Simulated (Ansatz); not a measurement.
# Ir4W (R-3m) in Ansatz: settings compared

Aim: see how the results for Ir4W move with the level of theory and the settings. Levels: BLYP, r2SCAN. Tasks: band structure.

Program: Ansatz 0.2.0. These are calculated values, not measurements. Logs are shortened: lines on timing, memory, paths and dates and some standing lists are left out, and cuts for length are marked.

### 1 The structure

The structure is trigonal, space group R-3m (No. 166). Conventional cell: a = 2.756 Å, b = 2.756 Å, c = 33.932 Å, α = 90.00°, β = 90.00°, γ = 120.00°. Ir (site symmetry 3m) is surrounded by 9 Ir at 2.76 to 2.80 Å and 3 W at 2.76 Å. Ir (site symmetry 3m) has 12 Ir at 2.72 to 2.80 Å as nearest neighbours. W (site symmetry -3m) is surrounded by 6 W at 2.76 Å and 6 Ir at 2.76 Å.

The cell comes from a database or a generator and needn't be the stable form of this composition.

### 2 Band structure, BLYP

Contents of input.yaml:

```yaml
crystal:
  lattice:
    - [1.3778399727, 0.7954962791, 11.3105617925]
    - [-1.3778399727, 0.7954962791, 11.3105617925]
    - [0.0, -1.5909925582, 11.3105617925]
  atoms:
    - { symbol: Ir, position: [0.399668, 0.399668, 0.399668] }
    - { symbol: Ir, position: [0.800809, 0.800809, 0.800809] }
    - { symbol: Ir, position: [0.199191, 0.199191, 0.199191] }
    - { symbol: Ir, position: [0.600332, 0.600332, 0.600332] }
    - { symbol: W, position: [0.0, 0.0, 0.0] }
hamiltonian:
  xc: blyp
  pseudopotentials: { kind: paw }
kpoints:
  mp_grid: { grid: [11, 11, 11] }
  band_path:
    path:
      - [[0.0, 0.0, 0.0], [0.5, 0.0, 0.0], [0.5, 0.1699644088, -0.1699644088]]
      - [[0.8300355912, 0.5, 0.1699644088], [0.5, 0.5, 0.5], [0.0, 0.0, 0.0], [0.3349822044, 0.0, -0.3349822044]]
      - [[0.6650177956, 0.3349822044, 0.0], [0.5, 0.5, 0.0], [0.6650177956, 0.6650177956, 0.1699644088], [0.5, 0.5, 0.5]]
      - [[0.5, 0.0, 0.0], [0.8300355912, 0.3349822044, 0.3349822044]]
    npoints: 14
scf:
  occupations: { method: fermi_dirac, width: 0.05 }
  n_extra_bands: 12
output:
  forces: true
  stress: true
  eigenvalues: true
  fatbands: false
```

Potentials or basis: Ansatz PAW.

On the command line:

```console
ansatz run input.yaml --threads 2 --pin off --max-ram 5632MiB --backend cpu --events-out ev --progress --plain --runs-dir out
```

Output:

```text
Warning: RAYON_NUM_THREADS=2 ignored (pool sized by the plan → 2); use --threads N
basis.fft_grid_basis auto: the FFT boxes are laid along the combinations [[1, 0, -1], [0, 1, -1], [0, 0, 1]] of the cell's own vectors, 2.756, 2.756 and 11.422 Å long. The dense box has 20×20×80 points. Along the cell's own vectors, as sized, it would have 80×80×80, 16.00 times as many. Of the 12 symmetry operations that the crystal satisfies within crystal.symmetry.tolerance (time reversal apart; of a slab, those that keep its plane) the dense box along the cell's own vectors carries 12, and the one as laid loses 8 of those. basis.fft_grid_basis: typed keeps the cell's own vectors: state it where this run's energies or levels are differenced outside the engine with another run's, or held beside a run that keeps those vectors.
scf.n_extra_bands = 12 over 41 filled bands (N_el = 82.0): the run solves 53 bands
Engine: ansatz 0.2.0, x86_64-unknown-linux-gnu
Pseudopotentials: kind: paw
Pseudopotential: Ir, paw, valence charge 17, recommended cutoff 420 eV (normal), Ir.paw.azcp
Pseudopotential: W, paw, valence charge 14, recommended cutoff 420 eV (normal), W.paw.azcp
Functional definition: BLYP
  parameter beta = 0.0042
  parameter a = 0.04918
  parameter b = 0.132
  parameter c = 0.2533
  parameter d = 0.349
  exchange = b88_x(beta = beta)
  correlation = lyp_c(a = a, b = b, c = c, d = d)
Crystal: 5 atoms, lattice volume = 74.383 Å³
Basis set: ecut = 420 eV, 1453 PW (Γ), FFT grids on a1−a3, a2−a3, a3, exchange–correlation on 40×40×160 points (8 copies of the dense FFT grid, shifted against one another)
Bands: 53, of which v1, the nominal top of the filled ones, is band 41 counted from 1 (40 counted from 0)
Symmetry: 12 space group operations
Space group: R-3m (ITA 166), of the structure as read, at distance tolerance 4.2e-5 Å
k-points: 146 of 1331
Non-local potential: Ir, projectors of the file, l = 0: 3, l = 1: 2, l = 2: 2, l = 3: 1
Non-local potential: W, projectors of the file, l = 0: 3, l = 1: 2, l = 2: 2, l = 3: 1
PAW form: soft (Blöchl's): semilocal exchange-correlation on the pseudo side does not see the compensation charge
PAW frozen core: Ir, regenerated for the run's functional, and the local potential with it (the file was generated under x = pbe(κ = 0.804, μ = 0.2195149727645171), c = pbe(β = 0.06672455060314922))
PAW frozen core: W, regenerated for the run's functional, and the local potential with it (the file was generated under x = pbe(κ = 0.804, μ = 0.2195149727645171), c = pbe(β = 0.06672455060314922))
PAW one-centre angular grid: Ir, 590 points (default); XC on 64 Gauss nodes
PAW one-centre angular grid: W, 590 points (default); XC on 64 Gauss nodes
Initial density: superposition of atomic densities (neutral atoms: chi_scale 0, normalization atom), corrected by the library's trained network
Initial wavefunctions: pseudopotential atomic-orbital guess
Functional: x = b88, c = lyp
SCF iter   1: F=—  HF=-58252.022330 eV  |F-HF|=—  |Δ(HF+E_count)|=         —  Δρ=1.66e-2  dr2=3.10e-1  ethr=1.77e-3  ⟨swp⟩=6.2  Hψ=26223  notcnv=0  defer=141
preconditioner: auto → Kerker (q_TF=auto, 2.773 Å⁻¹)  [metal: Δε(μ)=0.003 eV  Ē_g=8.101 eV  σ=0.050 eV  W_gap=0.02  n_scr=26 (ndim 8)  ℏωp=27.9 eV  f_vac=0.000  D(μ)=6.21/eV (n_scr^D=72)]
SCF iter   2: F=—  HF=-58251.991063 eV  |F-HF|=—  |Δ(HF+E_count)|=   3.13e-2  Δρ=8.92e-3  dr2=8.80e-2  ethr=3.78e-4  ⟨swp⟩=2.0  Hψ=9793  notcnv=0  defer=334
SCF iter   3: F=—  HF=-58251.979379 eV  |F-HF|=—  |Δ(HF+E_count)|=   1.17e-2  Δρ=1.34e-3  dr2=2.77e-3  ethr=1.07e-4  ⟨swp⟩=2.0  Hψ=10892  notcnv=0  defer=454
SCF iter   4: F=—  HF=-58251.979413 eV  |F-HF|=—  |Δ(HF+E_count)|=   3.38e-5  Δρ=2.17e-4  dr2=1.37e-4  ethr=3.38e-6  ⟨swp⟩=1.5  Hψ=7402  notcnv=0  defer=454
SCF iter   5: F=—  HF=-58251.979421 eV  |F-HF|=—  |Δ(HF+E_count)|=   8.26e-6  Δρ=5.78e-5  dr2=1.72e-5  ethr=1.67e-7  ⟨swp⟩=1.2  Hψ=7391  notcnv=0  defer=454
SCF iter   6: F=—  HF=-58251.979434 eV  |F-HF|=—  |Δ(HF+E_count)|=   1.24e-5  Δρ=1.79e-5  dr2=3.99e-7  ethr=2.10e-8  ⟨swp⟩=1.0  Hψ=7279  notcnv=0  defer=454
SCF iter   7: F=-58251.979434 eV  HF=-58251.979434 eV  |F-HF|=1.04e-8  |Δ(HF+E_count)|=   7.71e-8  Δρ=3.28e-6  dr2=1.92e-8  ethr=1.22e-10  ⟨swp⟩=10.2  Hψ=28639  notcnv=0
SCF 1 converged in 7 iterations: F = -58251.979434 eV  dr2 = 1.92e-8
NSCF: frozen V_eff on 130 k-points
SCF converged after 7 iterations
Free energy (F): -58251.979434 eV
Harris-Foulkes:  -58251.979434 eV  (|F-HF|=1.04e-8)
Internal energy: -58251.929605 eV  (E = F + TS)
E sigma→0 (E₀):  -58251.954520 eV
Entropy (-TS):   -0.049829 eV (-9.966 meV/atom)
Fermi energy:    24.690817 eV
--- Per-component energies (eV) ---
  E_band       = -435.937529
  E_kinetic    = 2946.186862
  E_local      = -5246.942644  (includes V_loc(G=0)·N_el)
  E_nonlocal   = 288.461779
  E_hartree    = 2018.541950
  E_xc         = -1319.314597
  E_vxc        = -1412.711987  (∫ρ·V_xc dr)
  E_paw        = -45602.983345  (= ΣΔE_a)
  E_vpaw       = -1048.017071  (= ΣTr[D̂ρ^β])
  E_aug_tail   = 0.000087  (compensation charges beyond the density's cutoff)
  E_ewald      = -11336.670307
  E_core_change = 0.790610  (= ΣΔE_core)
  E_smearing   = -0.049829  (= −TS)
  E_closure    = 0.000000  (closes the sum)
  Σ components = -58251.979434   (vs F -58251.979434, Δ=0.00e0)
--- Forces (eV/Å), atoms counted from 1 ---
  atom   1  Ir     0.00000000     0.00000000    -0.09188363
  atom   2  Ir     0.00000000    -0.00000000    -0.07180903
  atom   3  Ir     0.00000000     0.00000000     0.07180903
  atom   4  Ir     0.00000000    -0.00000000     0.09188363
  atom   5  W      0.00000000     0.00000000    -0.00000000
  max |Σ_I F_I| component: 1.39e-17 eV/Å
--- Stress (GPa, compression-positive) ---
       13.970761       0.000000       0.000000
        0.000000      13.970761       0.000000
        0.000000       0.000000      12.991335
  P = ⅓ Tr σ = 13.6443 GPa (136.443 kbar)
--- Band table (eV; the first three rows and the last of 146) ---
  k-point 0: bands = ["-67.9475", "-67.9159", "-67.8243", "-67.8240", "-49.3572", "-25.0521", "-24.8011", "-24.6189", "-24.5577", "-24.5577", "-24.5037", "-24.5037", "-24.4989", "-24.4402", "-24.4402", "-24.4371", "-24.4371", "-13.7638", "-12.9885", "-12.9885", "14.4283", "15.9085", "16.0451", "17.2045", "17.6496", "20.5840", "20.9234", "21.1553", "21.1553", "21.2512", "21.2512", "21.3957", "21.3957", "21.5863", "21.5863", "21.9166", "23.0251", "23.0251", "23.2598", "23.4259", "23.6079", "23.6079", "23.6481", "23.6481", "24.9962", "24.9962", "25.1231", "25.1231", "27.8824", "27.8824", "33.4565", "34.6026", "38.2679"]
  k-point 1: bands = ["-67.9441", "-67.9136", "-67.8216", "-67.8213", "-49.3485", "-25.0391", "-24.7995", "-24.6299", "-24.5924", "-24.5699", "-24.5329", "-24.5129", "-24.5126", "-24.4794", "-24.4689", "-24.4500", "-24.4463", "-13.7499", "-13.0904", "-13.0117", "14.7473", "16.1680", "16.3778", "17.4988", "17.9638", "20.3615", "20.7251", "20.9303", "21.1039", "21.2870", "21.3934", "21.4197", "21.5103", "21.6418", "21.8221", "21.9470", "22.4330", "22.6111", "23.0200", "23.0940", "23.2006", "23.5267", "23.9965", "23.9994", "24.9616", "25.0510", "25.2596", "26.1521", "27.8720", "28.2468", "33.4972", "34.6194", "38.9484"]
  k-point 2: bands = ["-67.9347", "-67.9074", "-67.8141", "-67.8139", "-49.3250", "-25.0052", "-24.8143", "-24.7042", "-24.6622", "-24.6021", "-24.6020", "-24.5902", "-24.5632", "-24.5383", "-24.4984", "-24.4761", "-24.4707", "-13.7125", "-13.3576", "-13.0734", "15.6299", "16.8431", "17.1803", "18.2108", "18.7286", "19.8104", "20.4006", "20.4605", "20.6945", "20.8883", "21.2829", "21.5487", "21.7415", "21.7673", "22.0617", "22.2567", "22.3321", "22.4025", "22.5649", "22.7990", "23.4257", "23.8420", "23.9015", "24.1712", "24.9267", "25.3911", "25.8693", "27.7662", "27.8182", "28.9651", "33.4051", "34.9305", "39.3675"]
  k-point 145: bands = ["-67.9441", "-67.9136", "-67.8216", "-67.8213", "-49.3485", "-25.0399", "-24.7957", "-24.6356", "-24.5924", "-24.5699", "-24.5332", "-24.5129", "-24.5097", "-24.4795", "-24.4687", "-24.4499", "-24.4463", "-13.7499", "-13.0904", "-13.0117", "15.0303", "15.3276", "17.2106", "17.3609", "17.9299", "20.6089", "20.8176", "20.8871", "20.9746", "21.1424", "21.3654", "21.3739", "21.4627", "21.4946", "21.6957", "21.7337", "22.3577", "22.6148", "22.8973", "23.3492", "23.5367", "23.6279", "23.9391", "24.4873", "24.7198", "24.7630", "25.3824", "26.1198", "27.8784", "28.5249", "32.0640", "36.7615", "37.9110"]
```

It took 9.8 s on 2 threads of Intel Xeon 6975P-C (Granite Rapids), shared host; peak memory 0.7 GiB.

What came out:

```yaml
Free_energy: -58251.9794 eV
Pressure: 13.6 GPa
Largest_force: 0.092 eV/Å
Band_gap_on_the_k_mesh: none (metal or under the smearing width)
```

Forces on the atoms (eV/Å):
```
Ir   0.000  0.000 -0.092
Ir   0.000  0.000 -0.072
Ir   0.000  0.000  0.072
Ir   0.000  0.000  0.092
W    0.000  0.000  0.000
```

Levels at the corners of the path, in eV from the Fermi level:
| point | band 37 | band 38 | band 39 | band 40 | band 41 | band 42 | band 43 | band 44 |
| --- | --- | --- | --- | --- | --- | --- | --- | --- |
| Γ | -1.67 | -1.67 | -1.43 | -1.26 | -1.08 | -1.08 | -1.04 | -1.04 |
| L | -0.04 | 0.23 | 0.30 | 0.90 | 1.02 | 1.08 | 1.22 | 1.48 |
| B1 | -1.61 | -1.37 | -0.21 | -0.15 | 0.41 | 0.49 | 1.05 | 1.23 |
| B | -1.61 | -1.37 | -0.21 | -0.15 | 0.41 | 0.49 | 1.05 | 1.23 |
| Z | -2.27 | -1.78 | -1.78 | -1.18 | -1.18 | -0.53 | -0.53 | -0.15 |
| Γ | -1.67 | -1.67 | -1.43 | -1.26 | -1.08 | -1.08 | -1.04 | -1.04 |
| X | -1.62 | -1.37 | -0.20 | -0.15 | 0.41 | 0.47 | 1.06 | 1.22 |
| Q | -1.62 | -1.37 | -0.20 | -0.15 | 0.41 | 0.47 | 1.06 | 1.22 |
| F | -1.13 | -0.13 | 0.90 | 1.02 | 1.10 | 1.16 | 2.01 | 2.09 |
| P1 | -0.81 | 0.00 | 0.90 | 1.02 | 1.10 | 1.18 | 1.50 | 2.00 |
| Z | -2.27 | -1.78 | -1.78 | -1.18 | -1.18 | -0.53 | -0.53 | -0.15 |
| L | -0.04 | 0.23 | 0.30 | 0.90 | 1.02 | 1.08 | 1.22 | 1.48 |
| P | -0.81 | 0.00 | 0.90 | 1.02 | 1.10 | 1.18 | 1.50 | 2.00 |

Caveat: spin-orbit coupling is left out, which moves the levels of the heavy elements; the PAW data sets come from PBE, with cores solved anew for the run's functional, which leaves a small shift of forces and pressure.

### 3 Band structure, r2SCAN

input.yaml: that of step 2 with these lines changed.

```diff
@@ -12,3 +12,3 @@
 hamiltonian:
-  xc: blyp
+  xc: r2scan
   pseudopotentials: { kind: paw }
```

Potentials or basis: Ansatz PAW.

On the command line:

```console
ansatz run input.yaml --threads 2 --pin off --max-ram 5632MiB --backend cpu --events-out ev --progress --plain --runs-dir out
```

Run time: 21 s. Hardware: 2 threads of Intel Xeon 6975P-C (Granite Rapids), shared host; peak memory 0.91 GiB.

The run converged. Its results:

- Free energy: -58192.3443 eV
- Pressure: -8.2 GPa
- Largest force: 0.059 eV/Å
- Band gap on the k mesh: none (metal or under the smearing width)

Forces on the atoms (eV/Å):
```
Ir   0.000  0.000 -0.038
Ir   0.000  0.000  0.059
Ir   0.000  0.000 -0.059
Ir   0.000  0.000  0.038
W    0.000  0.000  0.000
```

Stress tensor (GPa, compression positive):
```
-7.89  0.00  0.00
 0.00 -7.89  0.00
 0.00  0.00 -8.72
```

Levels at the corners of the path, in eV from the Fermi level:
```
point  band 38  band 39  band 40  band 41  band 42  band 43
    Γ    -1.74    -1.74    -1.47    -1.16    -1.16    -1.12
    L     0.13     0.27     0.94     1.08     1.14     1.30
   B1    -1.49    -0.21    -0.14     0.45     0.53     1.15
    B    -1.49    -0.21    -0.14     0.45     0.53     1.15
    Z    -1.86    -1.86    -1.27    -1.27    -0.57    -0.57
    Γ    -1.74    -1.74    -1.47    -1.16    -1.16    -1.12
    X    -1.49    -0.20    -0.15     0.45     0.51     1.16
    Q    -1.49    -0.20    -0.15     0.45     0.51     1.16
    F    -0.16     0.94     1.07     1.17     1.23     1.94
   P1    -0.03     0.94     1.07     1.16     1.25     1.44
    Z    -1.86    -1.86    -1.27    -1.27    -0.57    -0.57
    L     0.13     0.27     0.94     1.08     1.14     1.30
    P    -0.03     0.94     1.07     1.16     1.25     1.44
```

Caveat: spin-orbit coupling is left out, which moves the levels of the heavy elements; the PAW data sets come from PBE, with cores solved anew for the run's functional, which leaves a small shift of forces and pressure.
